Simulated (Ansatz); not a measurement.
**CH3BO2S: small, medium and large basis sets**

One table from this session's results is given with a row withheld; the runs are named, their logs left out.

The runs use Ansatz 0.2.0, Gaussian basis; one geometry, several basis sets.

Plan: PBE0-D4/def2-SVP; ωB97M-V/def2-SVP; PBE0-D4/def2-QZVPP; ωB97M-V/def2-QZVPP; the functionals' def2-TZVPP values are taken from earlier runs.

**Structure used throughout**

The geometry comes from an earlier relaxation with PBE0-D4 in a triple-zeta def2 set; it is a stationary point, not always the lowest conformer.

SMILES `OB1OC1S`, 8 atoms, charge 0, spin multiplicity 1.

Atoms are counted from 1 here; the program's logs count them from 0.

Bond lengths: O1–B2 1.338 Å, O1–H6 0.960 Å, B2–O3 1.332 Å, B2–C4 1.514 Å, O3–C4 1.522 Å, C4–S5 1.757 Å, C4–H7 1.086 Å, S5–H8 1.346 Å. Angles: B2–O1–H6 114.0°, O1–B2–O3 137.8°, O1–B2–C4 157.9°, O3–B2–C4 64.3°, B2–O3–C4 63.7°, B2–C4–O3 52.0°, B2–C4–S5 122.1°, B2–C4–H7 121.7°, O3–C4–S5 117.6°, O3–C4–H7 110.6°, S5–C4–H7 114.8°, C4–S5–H8 98.2°.

The first run:

File in.yaml:

```yaml
crystal:
  periodic: [false, false, false]
  atoms:
    - {symbol: O, position_ang: [-1.528396, 0.636981, 1.489973]}
    - {symbol: B, position_ang: [-0.537231, 0.060025, 0.801481]}
    - {symbol: O, position_ang: [0.057577, -1.129828, 0.738997]}
    - {symbol: C, position_ang: [0.580507, -0.063511, -0.212313]}
    - {symbol: S, position_ang: [0.267007, -0.277979, -1.927505]}
    - {symbol: H, position_ang: [-1.692327, 1.550526, 1.246281]}
    - {symbol: H, position_ang: [1.604591, 0.199120, 0.034015]}
    - {symbol: H, position_ang: [1.340372, -1.032233, -2.226729]}
basis:
  gaussian: {orbitals: def2-SVP}
hamiltonian: {xc: pbe0, dispersion: d4}
output: {orbitals: {seedname: orbitals}}
```

Run with:

```console
$ ansatz run in.yaml --threads 2 --pin off --events-out ev --progress --plain --max-ram 4352MiB
```

Steps of the session up to this table: PBE0-D4 in def2-SVP; ωB97M-V in def2-SVP; PBE0-D4 in def2-QZVPP; ωB97M-V in def2-QZVPP.

One of the session's tables, all rows but one given; the rest of the session is left out.

| functional | basis | HOMO (eV) | LUMO (eV) |
| --- | --- | --- | --- |
| PBE0-D4 | def2-SVP | ? | ? |
| PBE0-D4 | def2-TZVPP | -7.38 | 0.03 |
| PBE0-D4 | def2-QZVPP | -7.42 | -0.18 |
| ωB97M-V | def2-SVP | -9.42 | 2.52 |
| ωB97M-V | def2-TZVPP | -9.59 | 1.52 |
| ωB97M-V | def2-QZVPP | -9.64 | 1.07 |

Estimate the missing values for PBE0-D4, def2-SVP.

As computed: HOMO (eV): -7.23; LUMO (eV): 0.61. In the column «HOMO (eV)» it is the highest.
